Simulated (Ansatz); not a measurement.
# H4C: the cost of one run

Program: Ansatz 0.2.0. Level of theory: DFT PBE+D3(BJ), plane waves, PAW, scalar-relativistic, no spin polarisation. These are calculated values, not measurements.

**1. The starting structure**

The cell holds 40 atoms (C8H32): a = 7.873 Å, b = 7.873 Å, c = 7.873 Å, α = 90.00°, β = 90.00°, γ = 90.00°.

The coordinates stand in the first input below.

**2. Relaxing the start**

The input, input.yaml:

```yaml
accuracy: low
crystal:
  lattice:
    - [7.872994, 0.0, 0.0]
    - [0.0, 7.872994, 0.0]
    - [0.0, 0.0, 7.872994]
  atoms:
    - { symbol: H, position: [0.218453, 0.9538542, 0.6823953] }
    - { symbol: H, position: [0.2383134, 0.8651907, 0.6597825] }
    - { symbol: H, position: [0.3371671, 0.0044292, 0.98315] }
    - { symbol: H, position: [0.4205241, 0.0436719, 0.9998418] }
    - { symbol: H, position: [0.9597104, 0.46585, 0.3772986] }
    - { symbol: H, position: [0.8960886, 0.4657757, 0.3086017] }
    - { symbol: H, position: [0.2968674, 0.3172255, 0.8164677] }
    - { symbol: H, position: [0.389709, 0.329098, 0.819013] }
    - { symbol: C, position: [0.9307231, 0.4424141, 0.7209795] }
    - { symbol: C, position: [0.9714343, 0.2609943, 0.6669374] }
    - { symbol: H, position: [0.9709517, 0.5337344, 0.6244893] }
    - { symbol: H, position: [0.7944162, 0.4594246, 0.7409594] }
    - { symbol: H, position: [0.9951529, 0.4751165, 0.8395015] }
    - { symbol: H, position: [0.9312056, 0.1696741, 0.7634276] }
    - { symbol: H, position: [0.9070044, 0.228292, 0.5484154] }
    - { symbol: H, position: [1.1077411, 0.2439838, 0.6469575] }
    - { symbol: C, position: [0.5375508, -0.0322789, 0.7429547] }
    - { symbol: C, position: [0.6456583, 0.1089402, 0.8195124] }
    - { symbol: H, position: [0.5044668, -0.1274866, 0.838396] }
    - { symbol: H, position: [0.4191884, 0.0179114, 0.6906156] }
    - { symbol: H, position: [0.6049562, -0.0970429, 0.6403377] }
    - { symbol: H, position: [0.6787423, 0.2041479, 0.7240712] }
    - { symbol: H, position: [0.5782529, 0.1737042, 0.9221294] }
    - { symbol: H, position: [0.7640207, 0.0587499, 0.8718515] }
    - { symbol: C, position: [0.793881, 0.8926896, 0.219841] }
    - { symbol: C, position: [0.7599171, 0.9324384, 0.4062749] }
    - { symbol: H, position: [0.9282909, 0.8658038, 0.1979499] }
    - { symbol: H, position: [0.7213504, 0.7819292, 0.1781328] }
    - { symbol: H, position: [0.7584045, 0.9994355, 0.1385094] }
    - { symbol: H, position: [0.6255072, 0.9593242, 0.4281661] }
    - { symbol: H, position: [0.7953936, 0.8256925, 0.4876065] }
    - { symbol: H, position: [0.8324477, 1.0431988, 0.4479831] }
    - { symbol: C, position: [0.285517, 0.6076055, 0.4530751] }
    - { symbol: C, position: [0.4165666, 0.467818, 0.425208] }
    - { symbol: H, position: [0.192312, 0.5705924, 0.5490487] }
    - { symbol: H, position: [0.3457999, 0.7250835, 0.4958888] }
    - { symbol: H, position: [0.2165634, 0.6358095, 0.3359511] }
    - { symbol: H, position: [0.5097716, 0.5048311, 0.3292344] }
    - { symbol: H, position: [0.4855202, 0.439614, 0.542332] }
    - { symbol: H, position: [0.3562837, 0.35034, 0.3823942] }
basis:
  ecutwfc: 420.0
kpoints:
  mp_grid: { grid: [1, 1, 1] }
hamiltonian:
  xc: pbe
  dispersion: d3bj
scf:
  occupations: { method: fermi_dirac, width: 0.05 }
  lower_state_search: "off"
relax:
  f_tol: 0.3
  max_steps: 15
  adjacent_minimum: "off"
```

Launch:

```console
$ ansatz run input.yaml --threads 1 --pin off --max-ram 3072MiB --backend cpu --events-out ev --progress --plain --runs-dir out
```

**Question.** How long does this run take on 1 thread of Intel Xeon Platinum 8259CL at 2.50GHz (Skylake/Cascade Lake), shared host, and how much memory does it need?

About 24 s, with a peak of 0.5 GiB.
